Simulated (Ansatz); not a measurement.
# CH₆F₂Si₂: basis-set convergence

How large a basis does CH₆F₂Si₂ need? Two functionals are run in growing sets.

Method: one geometry, several basis sets; program: Ansatz 0.2.0, Gaussian basis.

The runs, in order: PBE0-D4/def2-SVP; ωB97M-V/def2-SVP; PBE0-D4/def2-QZVPP; ωB97M-V/def2-QZVPP; the functionals' def2-TZVPP values are taken from earlier runs.

## Step 1: Structure used throughout

An earlier PBE0-D4 in a triple-zeta def2 set relaxation fixed the geometry.

SMILES `C[SiH2][SiH](F)F`, 11 atoms, charge 0, spin multiplicity 1.

Atoms are counted from 1 here; the program's logs count them from 0.

Bond lengths: C1–Si2 1.873 Å, C1–H6 1.092 Å, C1–H7 1.092 Å, C1–H8 1.092 Å, Si2–Si3 2.343 Å, Si2–H9 1.490 Å, Si2–H10 1.490 Å, Si3–F4 1.597 Å, Si3–F5 1.597 Å, Si3–H11 1.483 Å. Angles: Si2–C1–H6 110.6°, Si2–C1–H7 110.7°, Si2–C1–H8 110.6°, H6–C1–H7 108.3°, H6–C1–H8 108.2°, H7–C1–H8 108.3°, C1–Si2–Si3 110.8°, C1–Si2–H9 111.4°, C1–Si2–H10 111.4°, Si3–Si2–H9 107.7°, Si3–Si2–H10 107.7°, H9–Si2–H10 107.9°, Si2–Si3–F4 109.4°, Si2–Si3–F5 109.4°, Si2–Si3–H11 117.1°, F4–Si3–F5 106.4°, F4–Si3–H11 107.0°, F5–Si3–H11 107.0°.

## Step 2: PBE0-D4 in def2-SVP

in.yaml

```yaml
crystal:
  periodic: [false, false, false]
  atoms:
    - {symbol: C, position_ang: [-1.072620, 1.156887, 0.698278]}
    - {symbol: Si, position_ang: [0.477113, 0.106322, 0.760530]}
    - {symbol: Si, position_ang: [0.689190, -1.177548, -1.188184]}
    - {symbol: F, position_ang: [-0.602940, -2.100494, -1.358259]}
    - {symbol: F, position_ang: [0.723281, -0.210980, -2.458983]}
    - {symbol: H, position_ang: [-1.959781, 0.527526, 0.604023]}
    - {symbol: H, position_ang: [-1.169825, 1.754041, 1.607273]}
    - {symbol: H, position_ang: [-1.042855, 1.835028, -0.156868]}
    - {symbol: H, position_ang: [0.451479, -0.830737, 1.918232]}
    - {symbol: H, position_ang: [1.699540, 0.948931, 0.881731]}
    - {symbol: H, position_ang: [1.872817, -2.065976, -1.287173]}
basis:
  gaussian: {orbitals: def2-SVP}
hamiltonian: {xc: pbe0, dispersion: d4}
output: {orbitals: {seedname: orbitals}}
```

After this run come: ωB97M-V in def2-SVP; PBE0-D4 in def2-QZVPP; ωB97M-V in def2-QZVPP.

**Question.** What will the summary of the whole plan be? Wanted: PBE0-D4: double and triple zeta above quadruple; ωB97M-V: double and triple zeta above quadruple.

As calculated:

```
                                       quantity           value
PBE0-D4: double and triple zeta above quadruple  14.90, 0.92 eV
ωB97M-V: double and triple zeta above quadruple  15.09, 0.86 eV
```

**Reading.** PBE0-D4 gains 13.98 eV from double to triple zeta, then 0.92 eV more. Total energies overstate the basis error of differences, where much of it tends to cancel. The LUMO of ωB97M-V is positive and keeps falling with the basis (1.86 to 0.99 eV): an unbound level that the basis holds in place.
